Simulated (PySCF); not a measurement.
# Xe: dipole response in x2c-QZVPPall plus 1 even-tempered diffuse shell per l

Aim: the static polarisability and the C₆ coefficient of Xe, method by method.

The numbers are computed with PySCF 2.14.0 (unrestricted determinants in a Gaussian basis, no spin-orbit coupling in the energies), except any that are marked as measured or tabulated.

## 1. The system

| Item | Value |
| --- | --- |
| Element | xenon (Z = 54) |
| Basis | x2c-QZVPPall with one added diffuse shell each of s, p, d, f type (14s10p8d5f1g, 128 functions) |
| Hamiltonian | the spin-free X2C one-electron Hamiltonian (Gaussian nucleus) |
| State 1 | Xe: [Xe], closed-shell 1S |
| Methods | UHF, PBE, PBE0, B3LYP |

Outer shells as boxes (Hund's rule):

Xe [Xe]
```
[Kr] core
4d [↑↓][↑↓][↑↓][↑↓][↑↓]
5s [↑↓]
5p [↑↓][↑↓][↑↓]
```

The runs were made by one driver on top of PySCF. The scripts below sum up each run's settings (the driver also hands on starting orbitals that pick excited configurations, and frozen orbitals as a list rather than a count), and the logs come from the driver's own runs. The driver starts from symmetry-adapted Hartree-Fock orbitals, holds the occupation by maximum overlap and uses a logarithmic radial grid for functionals, so a plain start would take other cycles.

The integrals over 128 functions and the set-up took 4.6 s of CPU time.

## 2. Xe

Level: UHF.

File input.py:

```python
from pyscf import gto, scf, dft, mp, cc
import basis_set_exchange as bse
mol = gto.M(atom="Xe 0 0 0", charge=0, spin=0, symmetry="D2h",
            basis=gto.basis.parse(bse.get_basis("x2c-QZVPPall", elements=["Xe"], fmt="nwchem", augment_diffuse=1)),
            nucmod="G")
mf = scf.UHF(mol).sfx2c1e()
mf.irrep_nelec = {'Ag': (9, 9), 'B1g': (2, 2), 'B2g': (2, 2), 'B3g': (2, 2), 'B1u': (4, 4), 'B2u': (4, 4), 'B3u': (4, 4)}
mf.kernel()
```

The program printed:

```text
damping factor = 0
level_shift factor = 0
DIIS = <class 'pyscf.scf.diis.CDIIS'>
diis_start_cycle = 1
diis_space = 10
diis_damp = 0
SCF conv_tol = 1e-09
SCF conv_tol_grad = None
number electrons alpha = 27  beta = 27
cycle= 1 E= -7443.56327956103  delta_E= -1.29e-09  |g|= 1.31e-05  |ddm|= 0.000185
cycle= 2 E= -7443.56327956113  delta_E= -9.91e-11  |g|= 6.28e-06  |ddm|= 4.56e-05
converged SCF energy = -7443.56327956113  <S^2> = -2.8421709e-14  2S+1 = 1
```

CPU time 29 s on a shared host, the integrals not counted.

Orbital energies by shell (radii are means over both spins):

| shell | electrons | mean orbital energy (eV) | spread (eV) | rms radius (bohr) |
| --- | --- | --- | --- | --- |
| 1s | 2 | -34726.1 | 0 | 0.0305 |
| 2s | 2 | -5506.1 | 0 | 0.124 |
| 2p | 6 | -4937.4 | 0 | 0.111 |
| 3s | 2 | -1169.9 | 0 | 0.326 |
| 3p | 6 | -981.30 | 0 | 0.326 |
| 3d | 10 | -700.21 | 0 | 0.304 |
| 4s | 2 | -229.32 | 0 | 0.762 |
| 4p | 6 | -166.87 | 0 | 0.815 |
| 4d | 10 | -72.547 | 0 | 0.946 |
| 5s | 2 | -27.473 | 0 | 2.03 |
| 5p | 6 | -12.422 | 0 | 2.48 |

⟨S²⟩ = 0.000, ⟨L²⟩ = 0.00.

The driver then solved the coupled dipole response at imaginary frequencies: mean α = 26.63 bohr³, C₆ = 283.0 au for a like pair.

Level: PBE.

Changes to input.py:

```diff
@@ -5,3 +5,3 @@
             nucmod="G")
-mf = scf.UHF(mol).sfx2c1e()
+mf = dft.UKS(mol, xc="PBE").sfx2c1e()
 mf.irrep_nelec = {'Ag': (9, 9), 'B1g': (2, 2), 'B2g': (2, 2), 'B3g': (2, 2), 'B1u': (4, 4), 'B2u': (4, 4), 'B3u': (4, 4)}
```

The program printed:

```text
damping factor = 0
level_shift factor = 0
DIIS = <class 'pyscf.scf.diis.CDIIS'>
diis_start_cycle = 1
diis_space = 10
diis_damp = 0
SCF conv_tol = 1e-09
SCF conv_tol_grad = None
number electrons alpha = 27  beta = 27
XC functionals = PBE
    J. P. Perdew, K. Burke, and M. Ernzerhof.,  Phys. Rev. Lett. 77, 3865 (1996)
    J. P. Perdew, K. Burke, and M. Ernzerhof.,  Phys. Rev. Lett. 78, 1396 (1997)
    J. P. Perdew, K. Burke, and M. Ernzerhof.,  Phys. Rev. Lett. 77, 3865 (1996)
    J. P. Perdew, K. Burke, and M. Ernzerhof.,  Phys. Rev. Lett. 78, 1396 (1997)
cycle= 1 E= -7446.11749836282  delta_E= -0.0278  |g|= 0.0457  |ddm|= 0.404
cycle= 2 E= -7446.11749107335  delta_E= 7.29e-06  |g|= 0.0518  |ddm|= 0.101
cycle= 3 E= -7446.11798310029  delta_E= -0.000492  |g|= 0.00463  |ddm|= 0.0476
cycle= 4 E= -7446.11798489074  delta_E= -1.79e-06  |g|= 0.000602  |ddm|= 0.00466
cycle= 5 E= -7446.1179850397  delta_E= -1.49e-07  |g|= 8.79e-05  |ddm|= 0.00118
cycle= 6 E= -7446.11798504402  delta_E= -4.32e-09  |g|= 1.15e-06  |ddm|= 0.000175
cycle= 7 E= -7446.11798504402  delta_E=    0  |g|= 2.42e-08  |ddm|= 1.99e-06
converged SCF energy = -7446.11798504402  <S^2> = -1.4210855e-14  2S+1 = 1
```

It used 11 s of CPU time after the integrals (shared host).

The driver then solved the coupled dipole response at imaginary frequencies: mean α = 28.65 bohr³, C₆ = 307.8 au for a like pair.

Level: PBE0.

Changes to input.py:

```diff
@@ -5,3 +5,3 @@
             nucmod="G")
-mf = dft.UKS(mol, xc="PBE").sfx2c1e()
+mf = dft.UKS(mol, xc="PBE0").sfx2c1e()
 mf.irrep_nelec = {'Ag': (9, 9), 'B1g': (2, 2), 'B2g': (2, 2), 'B3g': (2, 2), 'B1u': (4, 4), 'B2u': (4, 4), 'B3u': (4, 4)}
```

The program printed:

```text
damping factor = 0
level_shift factor = 0
DIIS = <class 'pyscf.scf.diis.CDIIS'>
diis_start_cycle = 1
diis_space = 10
diis_damp = 0
SCF conv_tol = 1e-09
SCF conv_tol_grad = None
number electrons alpha = 27  beta = 27
XC functionals = PBE0
    C. Adamo and V. Barone.,  J. Chem. Phys. 110, 6158 (1999)
    M. Ernzerhof and G. E. Scuseria.,  J. Chem. Phys. 110, 5029 (1999)
cycle= 1 E= -7446.20030814812  delta_E= -0.0153  |g|= 0.0389  |ddm|= 0.28
cycle= 2 E= -7446.20042230663  delta_E= -0.000114  |g|= 0.0382  |ddm|= 0.0625
cycle= 3 E= -7446.20062558566  delta_E= -0.000203  |g|= 0.00275  |ddm|= 0.0297
cycle= 4 E= -7446.20062667019  delta_E= -1.08e-06  |g|= 0.00037  |ddm|= 0.00404
cycle= 5 E= -7446.20062671155  delta_E= -4.14e-08  |g|= 3.13e-05  |ddm|= 0.000445
cycle= 6 E= -7446.2006267119  delta_E= -3.48e-10  |g|= 2.34e-06  |ddm|= 7.08e-05
converged SCF energy = -7446.2006267119  <S^2> = -1.7763568e-14  2S+1 = 1
```

It used 33 s of CPU time after the integrals (shared host).

The driver then solved the coupled dipole response at imaginary frequencies: mean α = 27.63 bohr³, C₆ = 295.0 au for a like pair.

Level: B3LYP.

Changes to input.py:

```diff
@@ -5,3 +5,3 @@
             nucmod="G")
-mf = dft.UKS(mol, xc="PBE0").sfx2c1e()
+mf = dft.UKS(mol, xc="B3LYP").sfx2c1e()
 mf.irrep_nelec = {'Ag': (9, 9), 'B1g': (2, 2), 'B2g': (2, 2), 'B3g': (2, 2), 'B1u': (4, 4), 'B2u': (4, 4), 'B3u': (4, 4)}
```

The program printed:

```text
damping factor = 0
level_shift factor = 0
DIIS = <class 'pyscf.scf.diis.CDIIS'>
diis_start_cycle = 1
diis_space = 10
diis_damp = 0
SCF conv_tol = 1e-09
SCF conv_tol_grad = None
number electrons alpha = 27  beta = 27
XC functionals = B3LYP
    P. J. Stephens, F. J. Devlin, C. F. Chabalowski, and M. J. Frisch.,  J. Phys. Chem. 98, 11623 (1994)
cycle= 1 E= -7446.6386527005  delta_E= -0.0215  |g|= 0.041  |ddm|= 0.37
cycle= 2 E= -7446.6387345248  delta_E= -8.18e-05  |g|= 0.0426  |ddm|= 0.0658
cycle= 3 E= -7446.6389993345  delta_E= -0.000265  |g|= 0.00254  |ddm|= 0.0339
cycle= 4 E= -7446.63900052485  delta_E= -1.19e-06  |g|= 0.000563  |ddm|= 0.00436
cycle= 5 E= -7446.63900062531  delta_E= -1e-07  |g|= 4.21e-05  |ddm|= 0.000804
cycle= 6 E= -7446.63900062608  delta_E= -7.7e-10  |g|= 2.56e-06  |ddm|= 9e-05
converged SCF energy = -7446.63900062608  <S^2> = -1.7763568e-14  2S+1 = 1
```

CPU time 35 s on a shared host, the integrals not counted.

The driver then solved the coupled dipole response at imaginary frequencies: mean α = 28.12 bohr³, C₆ = 300.6 au for a like pair.

Radial density 4πr²ρ of Xe at UHF, without picture-change correction:

| r (bohr) | density |
| --- | --- |
| 0.000442 | 0.847 |
| 0.000743 | 1.94 |
| 0.00125 | 4.38 |
| 0.00210 | 9.54 |
| 0.00354 | 19.7 |
| 0.00595 | 36.7 |
| 0.0100 | 58.3 |
| 0.0168 | 71.1 |
| 0.0283 | 63.8 |
| 0.0476 | 67.1 |
| 0.0801 | 91.3 |
| 0.135 | 68.0 |
| 0.227 | 76.9 |
| 0.381 | 37.7 |
| 0.641 | 29.7 |
| 1.08 | 13.3 |
| 1.81 | 5.30 |
| 3.05 | 1.65 |
| 5.13 | 0.0804 |
| 8.63 | 0.000217 |

## 3. The response side by side

Xe, in atomic units:

| method | mean α | C₆ (like pair) | S(−4) |
| --- | --- | --- | --- |
| UHF | 26.63 | 283.0 | 117.0 |
| PBE | 28.65 | 307.8 | 148.1 |
| PBE0 | 27.63 | 295.0 | 132.1 |
| B3LYP | 28.12 | 300.6 | 140.4 |

Reference α: 27.32 ± 0.2 bohr³ (recommended; Schwerdtfeger and Nagle, table of static dipole polarizabilities (2023 update)). Published C₆: 302.0 (Gould and Bucko (2016)).

α(iu) at B3LYP:

| u (hartree) | α(iu) (bohr³) |
| --- | --- |
| 0 | 28.12 |
| 0.0500 | 27.78 |
| 0.100 | 26.81 |
| 0.200 | 23.66 |
| 0.300 | 20.02 |
| 0.500 | 13.88 |
| 0.750 | 9.096 |
| 1.00 | 6.361 |
| 1.50 | 3.660 |
| 2.00 | 2.439 |
| 3.00 | 1.368 |
| 5.00 | 0.6407 |

## 4. Results

| quantity | value |
| --- | --- |
| α of Xe | 26.63 (UHF) to 28.65 (PBE) bohr³; reference 27.32 |

For Xe PBE0 is nearest the reference (+1 %). The basis is finite, and no extrapolation was made.
